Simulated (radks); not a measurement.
# Valence configurations of As

NIST gives [Ar] 3d10 4s2 4p3 as the ground configuration of As. Does this level of theory agree? Several fillings of the valence shells are run.

Program: radks (a radial shooting solver on a logarithmic mesh, Libxc functionals) version 1. Level of theory: scalar-relativistic Kohn-Sham, PBEsol, spin-unpolarised, spherical densities, point nucleus. These are calculated values, not measurements, unless marked.

### 1 The atom as given

| Quantity | Value |
| --- | --- |
| element | arsenic (Z = 33) |
| charge | 0 |
| electrons | 33 |
| configuration | [Ar] 3d10 4s2 4p3 |
| others tried | 3d9.5 4s2 4p3.5; 3d9 4s2 4p4; 3d10 4s1 4p4; 3d10 4p5; 3d9 4s1 4p5; 3d9.5 4s0.5 4p5 |

Outer shells as boxes (Hund's rule):

As
```
[Ar] core
3d [↑↓][↑↓][↑↓][↑↓][↑↓]
4s [↑↓]
4p [↑ ][↑ ][↑ ]
```

### 2 [Ar] 3d10 4s2 4p3

Settings of this run:

```text
Z 33
configuration [Ar] 3d10 4s2 4p3
relativity scalar-relativistic
functional pbe_sol,pbe_sol
spin unpolarised
nucleus point
c 137.035999084
```

### 3 [Ar] 3d9.5 4s2 4p3.5

Settings of this run:

```text
Z 33
configuration [Ar] 3d9.5 4s2 4p3.5
relativity scalar-relativistic
functional pbe_sol,pbe_sol
spin unpolarised
nucleus point
c 137.035999084
```

### 4 [Ar] 3d9 4s2 4p4

Settings of this run:

```text
Z 33
configuration [Ar] 3d9 4s2 4p4
relativity scalar-relativistic
functional pbe_sol,pbe_sol
spin unpolarised
nucleus point
c 137.035999084
```

### 5 [Ar] 3d10 4s1 4p4

Settings of this run:

```text
Z 33
configuration [Ar] 3d10 4s1 4p4
relativity scalar-relativistic
functional pbe_sol,pbe_sol
spin unpolarised
nucleus point
c 137.035999084
```

### 6 [Ar] 3d10 4p5

Settings of this run:

```text
Z 33
configuration [Ar] 3d10 4p5
relativity scalar-relativistic
functional pbe_sol,pbe_sol
spin unpolarised
nucleus point
c 137.035999084
```

### 7 [Ar] 3d9 4s1 4p5

Settings of this run:

```text
Z 33
configuration [Ar] 3d9 4s1 4p5
relativity scalar-relativistic
functional pbe_sol,pbe_sol
spin unpolarised
nucleus point
c 137.035999084
```

### 8 [Ar] 3d9.5 4s0.5 4p5

Settings of this run:

```text
Z 33
configuration [Ar] 3d9.5 4s0.5 4p5
relativity scalar-relativistic
functional pbe_sol,pbe_sol
spin unpolarised
nucleus point
c 137.035999084
```

**Question.** What will these runs give? Wanted: for each run, valence; E − E(NIST configuration); highest level; its energy; 1s shift.

**Answer**, as computed:

| valence | E − E(NIST configuration) (eV) | highest level | its energy (eV) | 1s shift (eV) |
| --- | --- | --- | --- | --- |
| 3d10 4s2 4p3 | 0.000 | 4p | -5.197 | +0.00 |
| 3d10 4s1 4p4 | 9.425 | 4p | -5.840 | -1.72 |
| 3d9.5 4s2 4p3.5 | 18.871 | 4p | -5.831 | -6.31 |
| 3d10 4p5 | 19.073 | 4p | -6.433 | -3.34 |
| 3d9.5 4s0.5 4p5 | 33.827 | 4p | -6.739 | -8.75 |
| 3d9 4s2 4p4 | 40.095 | 4p | -6.462 | -12.85 |
| 3d9 4s1 4p5 | 50.487 | 4p | -7.055 | -14.43 |

The NIST configuration is the lowest of those tried, 9.425 eV under 3d10 4s1 4p4. The energies are those of spherical spin-averaged densities, not of single terms. The 1s eigenvalue shifts by up to 14.43 eV as the valence charge is rearranged.
